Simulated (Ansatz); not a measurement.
# SrHfN2: the cost of one run

Program: Ansatz 0.2.0. Level of theory: DFT r²SCAN, frozen-core PAW, scalar-relativistic unless said. These are calculated values, not measurements.

## (1) Starting point

Symmetry: R-3m, No. 166, trigonal system. Conventional cell: a = 3.357 Å, b = 3.357 Å, c = 17.766 Å, α = 90.00°, β = 90.00°, γ = 120.00°. Sr (site symmetry -3m) is surrounded by 6 N at 2.64 Å. Hf (site symmetry -3m) is surrounded by 6 N at 2.26 Å. Around N (site symmetry 3m) lie 3 Hf at 2.26 Å and 3 Sr at 2.64 Å.

Structure file:

```
CELL_PARAMETERS angstrom
1.67836 0.96900 5.92203
-1.67836 0.96900 5.92203
0.00000 -1.93801 5.92203
ATOMIC_POSITIONS crystal
Sr 0.00000 0.00000 0.00000
Hf 0.50000 0.50000 0.50000
N 0.23263 0.23263 0.23263
N 0.76737 0.76737 0.76737
```

Cartesian axes are those of the input's lattice vectors. The structure goes back to a database entry.

## (2) Cell and atoms relaxed, PAW

The input, input.yaml:

```yaml
crystal:
  lattice:
    - [1.67836310559, 0.96900339081, 5.9220280018]
    - [-1.67836310559, 0.96900339081, 5.9220280018]
    - [0.0, -1.93800678162, 5.9220280018]
  atoms:
    - { symbol: Sr, position: [0.0, 0.0, 0.0] }
    - { symbol: Hf, position: [0.5, 0.5, 0.5] }
    - { symbol: "N", position: [0.232632, 0.232632, 0.232632] }
    - { symbol: "N", position: [0.767368, 0.767368, 0.767368] }
kpoints:
  mp_grid: { grid: [12, 12, 12] }
scf:
  occupations: { method: fermi_dirac, width: 0.1 }
hamiltonian:
  xc: r2scan
  pseudopotentials: { kind: paw }
relax:
  f_tol: 0.002
  max_steps: 80
  cell: {}
output:
  forces: true
  stress: true
```

Run with:

```sh
$ ansatz run input.yaml --threads 1 --pin off --max-ram 3072MiB --backend cpu --events-out ev --progress --plain --runs-dir out
```

What time and memory should one allow on 1 thread of Intel Xeon Platinum 8488C (Sapphire Rapids), shared host?

About 1.8 min, with a peak of 0.77 GiB.
